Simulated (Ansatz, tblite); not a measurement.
# C22H26O4: rung by rung

Aim: run the singlet of C22H26O4 at one geometry on many levels, and compare frontier levels, spin and run time.

Computed with Ansatz 0.2.0, Gaussian basis. Level: as each input shows.

Levels to be run: GFN1-xTB, GFN2-xTB, PBE-D4/def2-TZVP, r2SCAN-D4/def2-TZVP, LDA/def2-TZVP, PBE-QIDH/def2-TZVP, BLYP-D4/def2-TZVP, PBE+5HF/def2-SVP, PBE+10HF/def2-SVP, PBE+15HF/def2-SVP, PBE+35HF/def2-SVP, PBE+50HF/def2-SVP, PBE-D4/def2-SVP, PBE0-D4/def2-SVP, HF/STO-3G, HF/6-31G, B3LYP-D4/6-31G, MP2/def2-SVP, RPA/def2-SVP.

**1. The relaxed structure**

The singlet was relaxed beforehand with r2SCAN-D4/def2-SVP.

SMILES `CCC(CC(C)c1ccc(OC(C)=O)cc1)c1ccc(OC(C)=O)cc1`, 52 atoms, charge 0, spin multiplicity 1.

Bond lengths: C1–C2 1.523 Å, C1–H27 1.102 Å, C1–H28 1.101 Å, C1–H29 1.103 Å, C2–C3 1.542 Å, C2–H30 1.106 Å, C2–H31 1.105 Å, C3–C4 1.540 Å, C3–C17 1.515 Å, C3–H32 1.108 Å, C4–C5 1.545 Å, C4–H33 1.104 Å, C4–H34 1.107 Å, C5–C6 1.535 Å, C5–C7 1.518 Å, C5–H35 1.107 Å, C6–H36 1.101 Å, C6–H37 1.099 Å and more. Angles: C2–C1–H27 111.5°, C2–C1–H28 111.2°, C2–C1–H29 111.1°, H27–C1–H28 107.8°, H27–C1–H29 107.4°, H28–C1–H29 107.6°, C1–C2–C3 113.9°, C1–C2–H30 109.9°, C1–C2–H31 109.8°, C3–C2–H30 108.9°, C3–C2–H31 108.1°, H30–C2–H31 105.8°, C2–C3–C4 110.1°, C2–C3–C17 111.2°, C2–C3–H32 107.2°, C4–C3–C17 113.8°, C4–C3–H32 107.2°, C17–C3–H32 107.1° and more.

PBE0-D4/def2-TZVP was run before; its log isn't repeated, and its numbers join the tables.

**2. GFN1-xTB**

Tight binding, by tblite at 300 K electronic temperature and without a spin-polarisation term:

```python
tblite.interface.Calculator('GFN1-xTB', numbers, positions, charge=0, uhf=0).singlepoint()
```

Energy -2160.2204 eV, HOMO -11.60 eV, LUMO -7.54 eV; 0.11 s.

**3. GFN2-xTB**

Tight binding, by tblite at 300 K electronic temperature and without a spin-polarisation term:

```python
tblite.interface.Calculator('GFN2-xTB', numbers, positions, charge=0, uhf=0).singlepoint()
```

Energy -2086.2319 eV, HOMO -10.62 eV, LUMO -6.69 eV; 0.088 s.

**4. PBE-D4/def2-TZVP**

start.molden holds the orbitals of an earlier run on this state, given as this run's starting guess.

The input, in.yaml:

```yaml
crystal:
  periodic: [false, false, false]
  atoms:
    - {symbol: C, position_ang: [2.199422, -3.917297, 1.073198]}
    - {symbol: C, position_ang: [1.055452, -2.940550, 1.313324]}
    - {symbol: C, position_ang: [0.915612, -1.860767, 0.221926]}
    - {symbol: C, position_ang: [-0.326294, -0.992031, 0.492520]}
    - {symbol: C, position_ang: [-0.755619, -0.033847, -0.640769]}
    - {symbol: C, position_ang: [0.094015, 1.240384, -0.743077]}
    - {symbol: C, position_ang: [-2.225967, 0.311005, -0.489329]}
    - {symbol: C, position_ang: [-2.685254, 1.064412, 0.603953]}
    - {symbol: C, position_ang: [-4.040029, 1.359358, 0.757619]}
    - {symbol: C, position_ang: [-4.957337, 0.903866, -0.191402]}
    - {symbol: O, position_ang: [-6.279479, 1.289224, -0.011781]}
    - {symbol: C, position_ang: [-7.296515, 0.383649, -0.153591]}
    - {symbol: C, position_ang: [-8.612366, 1.071885, 0.066089]}
    - {symbol: O, position_ang: [-7.134783, -0.777750, -0.416780]}
    - {symbol: C, position_ang: [-4.531986, 0.160453, -1.293527]}
    - {symbol: C, position_ang: [-3.171807, -0.129292, -1.426725]}
    - {symbol: C, position_ang: [2.195909, -1.065165, 0.071418]}
    - {symbol: C, position_ang: [2.948123, -1.118690, -1.110290]}
    - {symbol: C, position_ang: [4.120619, -0.373447, -1.257654]}
    - {symbol: C, position_ang: [4.557951, 0.430509, -0.205849]}
    - {symbol: O, position_ang: [5.758867, 1.102404, -0.385850]}
    - {symbol: C, position_ang: [5.852633, 2.436656, -0.086918]}
    - {symbol: C, position_ang: [7.254755, 2.908707, -0.339266]}
    - {symbol: O, position_ang: [4.936440, 3.101173, 0.316365]}
    - {symbol: C, position_ang: [3.842291, 0.488175, 0.993829]}
    - {symbol: C, position_ang: [2.672216, -0.259643, 1.119723]}
    - {symbol: H, position_ang: [3.174477, -3.404752, 1.070790]}
    - {symbol: H, position_ang: [2.229508, -4.694706, 1.852370]}
    - {symbol: H, position_ang: [2.090715, -4.424705, 0.099742]}
    - {symbol: H, position_ang: [1.182829, -2.444499, 2.293646]}
    - {symbol: H, position_ang: [0.099693, -3.490844, 1.377037]}
    - {symbol: H, position_ang: [0.744418, -2.386054, -0.737984]}
    - {symbol: H, position_ang: [-1.165902, -1.680968, 0.690948]}
    - {symbol: H, position_ang: [-0.183870, -0.417449, 1.427558]}
    - {symbol: H, position_ang: [-0.655695, -0.589244, -1.592707]}
    - {symbol: H, position_ang: [-0.308414, 1.907110, -1.521945]}
    - {symbol: H, position_ang: [1.142262, 1.020574, -0.987727]}
    - {symbol: H, position_ang: [0.089513, 1.796820, 0.208756]}
    - {symbol: H, position_ang: [-1.975228, 1.428862, 1.352975]}
    - {symbol: H, position_ang: [-4.402847, 1.946643, 1.605005]}
    - {symbol: H, position_ang: [-8.758956, 1.835587, -0.712991]}
    - {symbol: H, position_ang: [-8.612023, 1.595806, 1.033172]}
    - {symbol: H, position_ang: [-9.423673, 0.335961, 0.028084]}
    - {symbol: H, position_ang: [-5.252061, -0.193918, -2.031959]}
    - {symbol: H, position_ang: [-2.836373, -0.716132, -2.288409]}
    - {symbol: H, position_ang: [2.602918, -1.747315, -1.937764]}
    - {symbol: H, position_ang: [4.706884, -0.407450, -2.179336]}
    - {symbol: H, position_ang: [7.564789, 2.651243, -1.362492]}
    - {symbol: H, position_ang: [7.943092, 2.389636, 0.345205]}
    - {symbol: H, position_ang: [7.313289, 3.991501, -0.180038]}
    - {symbol: H, position_ang: [4.192551, 1.118214, 1.812654]}
    - {symbol: H, position_ang: [2.111263, -0.203321, 2.058243]}
basis:
  gaussian: {orbitals: def2-TZVP, fitting: {mean_field: def2-universal-jkfit}, initial_orbitals: start.molden}
hamiltonian: {xc: pbe, dispersion: d4}
scf: {omitted_lower_state_checks: [starts]}
output: {forces: true, orbitals: {seedname: orbitals}}
```

Launch:

```sh
> ansatz run in.yaml --threads 2 --pin off --events-out ev --progress --plain --max-ram 32768MiB --backend cuda --devices 0, --max-vram 18GiB
```

Further steps of the session: r2SCAN-D4/def2-TZVP; LDA/def2-TZVP; PBE-QIDH/def2-TZVP; BLYP-D4/def2-TZVP; PBE+5HF/def2-SVP; PBE+10HF/def2-SVP; PBE+15HF/def2-SVP; PBE+35HF/def2-SVP; PBE+50HF/def2-SVP; PBE-D4/def2-SVP; PBE0-D4/def2-SVP; HF/STO-3G; HF/6-31G; B3LYP-D4/6-31G; MP2/def2-SVP; RPA/def2-SVP.

Q: Predict the results of all the runs planned. Wanted: gap in def2-TZVP, named functionals, smallest and largest; gap over the share of exact exchange; correlation energy, MP2/def2-SVP; binding an atom, functionals in def2-TZVP; PBE0 total energy, smallest basis above largest.

As calculated:

| quantity | value |
| --- | --- |
| gap in def2-TZVP, named functionals, smallest and largest | 4.16 eV (LDA), 6.16 eV (PBE0-D4) |
| gap over the share of exact exchange | 4.29 eV at 0, 8.18 eV at 0.5 |
| correlation energy, MP2/def2-SVP | -100.18 eV |
| binding an atom, functionals in def2-TZVP | 4.78 (BLYP-D4) to 5.54 eV (LDA) |
| PBE0 total energy, smallest basis above largest | 33.70 eV (def2-SVP, def2-TZVP) |

What this shows: Orbital gaps of the named functionals in def2-TZVP span 4.16 eV (LDA) to 6.16 eV (PBE0-D4); exact exchange widens it. Raising the share of exact exchange from 0 to 0.5 moves the HOMO by -2.07 eV and the LUMO by +1.83 eV.
